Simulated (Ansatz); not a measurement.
# One shape, several levels: CH3AlF2 (SMILES [CH3][Al]([F])[F])

We compute a comparison of 6 runs (HF/STO-3G, B2PLYP/def2-SVPD, B3LYP/def2-SVPD, PBE0/def2-SVPD, wB97M-V/def2-SVPD, RPA@PBE/def2-SVPD) of CH3AlF2. 

The results are computed with Ansatz 0.2.0.

46 further runs of the same task are left out: 46 set aside as unsound or not needed.

## (1) The structure to begin with

CH3AlF2 has 7 atoms, charge 0, and is taken as a singlet. As SMILES, `[CH3][Al]([F])[F]`. The C1–H6 distance was set to 1.968 Å, away from the relaxed value. At this shape a bond of the SMILES string is far longer than usual.

Bond lengths: C1–Al2 1.926 Å, Al2–F3 1.644 Å, Al2–F4 1.644 Å, C1–H5 1.091 Å, C1–H7 1.093 Å. Angles: C1–Al2–F3 121.5°, C1–Al2–F4 122.4°, F3–Al2–F4 116.1°, Al2–C1–H5 111.8°, Al2–C1–H7 110.6°, H5–C1–H7 108.4°.

## (2) The energy at HF/STO-3G (run 1)

input.yaml

```yaml
crystal:
  periodic: [false, false, false]
  atoms:
    - {symbol: C, position_ang: [0.002233, 0.379033, -0.945720]}
    - {symbol: Al, position_ang: [0.548933, -1.403067, -0.461520]}
    - {symbol: F, position_ang: [1.769033, -1.666367, 0.608480]}
    - {symbol: F, position_ang: [-0.167567, -2.744467, -1.085620]}
    - {symbol: H, position_ang: [-0.819967, 0.369133, -1.663120]}
    - {symbol: H, position_ang: [-0.573400, 1.384500, 0.645100]}
    - {symbol: H, position_ang: [0.836933, 0.932033, -1.385220]}
basis:
  gaussian: {orbitals: STO-3G}
accuracy: high
output: {orbitals: {seedname: orbitals}}
hamiltonian: {xc: hf}
```

Command:

```bash
$ ansatz run input.yaml --threads 1 --pin off --max-ram 3480MiB --events-out events.jsonl --progress --plain --runs-dir runs
```

The program printed:

```text
Warning: RAYON_NUM_THREADS=1 ignored (pool sized by the plan → 1); use --threads N
Functional definition: HF
  name "HF"
  exchange = exact_x
  correlation = 0
521 factors; integrals over basis functions are off by at most 1.5e-8 eV
mean field evaluation 1: about -12897.8659 eV, gradient 2.8e1 eV
mean field evaluation 2: about -12897.9048 eV, gradient 2.8e1 eV
mean field evaluation 4: about -12901.5861 eV, gradient 2.9e0 eV
mean field evaluation 8: about -12901.6249 eV, gradient 2.0e-4 eV
mean field -12901.62491706 eV, -474.1259706663 hartree, gradient 1.1e-8 eV, S^2 0.000000; 0 other end points of the search recorded, 0 dependent functions left out
reference -12901.62491706 eV, -474.1259706663 hartree; 20, 20 occupied and 7, 7 virtual orbitals, 521 factors
Total energy: -12901.62491706 eV, -474.1259706663 hartree
```

Wall time 0.2 s (1 thread of Arm Neoverse V1, shared host).

## (3) A single-point energy at B2PLYP/def2-SVPD (run 2)

molecule.yaml

```yaml
crystal:
  periodic: [false, false, false]
  atoms:
    - {symbol: C, position_ang: [0.002233, 0.379033, -0.945720]}
    - {symbol: Al, position_ang: [0.548933, -1.403067, -0.461520]}
    - {symbol: F, position_ang: [1.769033, -1.666367, 0.608480]}
    - {symbol: F, position_ang: [-0.167567, -2.744467, -1.085620]}
    - {symbol: H, position_ang: [-0.819967, 0.369133, -1.663120]}
    - {symbol: H, position_ang: [-0.573400, 1.384500, 0.645100]}
    - {symbol: H, position_ang: [0.836933, 0.932033, -1.385220]}
basis:
  gaussian:
    orbitals: def2-SVPD
magnetization:
  spin_polarized: false
hamiltonian:
  xc: {name: B2PLYP}
correlation:
  frozen_orbitals: {Al: 5, C: 1, F: 1, H: 0}
accuracy: high
output: {orbitals: {seedname: orbitals}}
```

Command:

```bash
$ ansatz run molecule.yaml --threads 1 --pin off --max-ram 3480MiB --events-out events.jsonl --progress --plain --runs-dir runs
```

The program printed (excerpt; [...] marks lines left out):

```text
Warning: RAYON_NUM_THREADS=1 ignored (pool sized by the plan → 1); use --threads N
Functional definition: B2PLYP
  name "B2PLYP"
[...]
2276 factors; integrals over basis functions are off by at most 3.5e-9 eV
[...]
mean field -13097.24501008 eV, -481.3148764890 hartree, gradient 2.7e-9 eV, S^2 0.000000; 0 other end points of the search recorded, 0 dependent functions left out; unrestricted orbitals would lower it
8 core orbitals not correlated: weight in the atoms' cores, before any rotation towards them, 1.000 or more for the frozen orbitals, at most 0.000 for the correlated occupied ones
reference -13097.24503840 eV, -481.3148775297 hartree; 12, 12 occupied and 94, 94 virtual orbitals, 2276 factors
second order -20.73099327 eV of doubles, -0.00000000 eV of singles
Total energy: -13102.84240659 eV, -481.5205770164 hartree
```

It took 16 s on 1 thread of Arm Neoverse V1, shared host; peak memory 0.4 GiB.

Runs 3 to 5 aren't shown in full; the table further down has their settings and results.

## (4) A single-point energy at RPA@PBE/def2-SVPD (run 6)

run.yaml

```yaml
crystal:
  periodic: [false, false, false]
  atoms:
    - {symbol: C, position_ang: [0.002233, 0.379033, -0.945720]}
    - {symbol: Al, position_ang: [0.548933, -1.403067, -0.461520]}
    - {symbol: F, position_ang: [1.769033, -1.666367, 0.608480]}
    - {symbol: F, position_ang: [-0.167567, -2.744467, -1.085620]}
    - {symbol: H, position_ang: [-0.819967, 0.369133, -1.663120]}
    - {symbol: H, position_ang: [-0.573400, 1.384500, 0.645100]}
    - {symbol: H, position_ang: [0.836933, 0.932033, -1.385220]}
basis:
  gaussian: {orbitals: def2-SVPD}
accuracy: high
hamiltonian: {xc: pbe}
correlation: {method: rpa, frozen_orbitals: {Al: 5, C: 1, F: 1, H: 0}}
```

Command:

```bash
$ ansatz run run.yaml --threads 1 --pin off --max-ram 3480MiB --events-out events.jsonl --progress --plain --runs-dir runs
```

The program printed (excerpt; [...] marks lines left out):

```text
Warning: RAYON_NUM_THREADS=1 ignored (pool sized by the plan → 1); use --threads N
Functional definition: PBE
  name "PBE"
[...]
2276 factors; integrals over basis functions are off by at most 3.5e-9 eV
[...]
mean field -13100.69326543 eV, -481.4415975357 hartree, gradient 7.7e-8 eV, S^2 0.000000; 1 other end points of the search recorded, 0 dependent functions left out
8 core orbitals not correlated: weight in the atoms' cores, before any rotation towards them, 1.000 or more for the frozen orbitals, at most 0.000 for the correlated occupied ones
reference -13065.39311035 eV, -480.1443407640 hartree; 12, 12 occupied and 94, 94 virtual orbitals, 2276 factors
Total energy: -13091.63878942 eV, -481.1088516799 hartree
```

Wall time 17 s (1 thread of Arm Neoverse V1, shared host); peak memory 0.45 GiB.

## (5) Overview of the runs

```
run              level  frozen core orbitals  energy (Eh)  HOMO energy (eV)  LUMO energy (eV)  HOMO–LUMO gap (eV)  wall time
  1          HF/STO-3G                     –  -474.125971             -7.58              5.88               13.46      0.2 s
  2   B2PLYP/def2-SVPD                     8  -481.520577             -9.51             -1.56                7.95       16 s
  3    B3LYP/def2-SVPD                     –  -481.847851             -8.51             -3.03                5.49      9.9 s
  4     PBE0/def2-SVPD                     –  -481.462096             -8.71             -2.76                5.95       10 s
  5  wB97M-V/def2-SVPD                     –  -481.728916            -10.76             -0.90                9.86       86 s
  6  RPA@PBE/def2-SVPD                     8  -481.108852                 –                 –                   –       17 s
```

## (6) Outcome

| quantity | value |
| --- | --- |
| run 6: total energy | -481.10885 Eh |
| run 6: RPA correlation energy (valence) | -964.5 mEh |

What this shows: Over runs 1, 2, 3, 4, 5 the HOMO–LUMO gap runs from 5.49 eV (B3LYP/def2-SVPD) to 13.46 eV (HF/STO-3G). The two ends differ in method and basis. Totals of different functionals can't be ranked against each other. In run 2 the log says that unrestricted orbitals would lower the reference, so the values rest on an unstable closed-shell determinant (other closed-shell runs at this shape may share the fault). In run 1 the basis is minimal, so the values are rough. All runs together took 2.3 min, the longest 86 s.
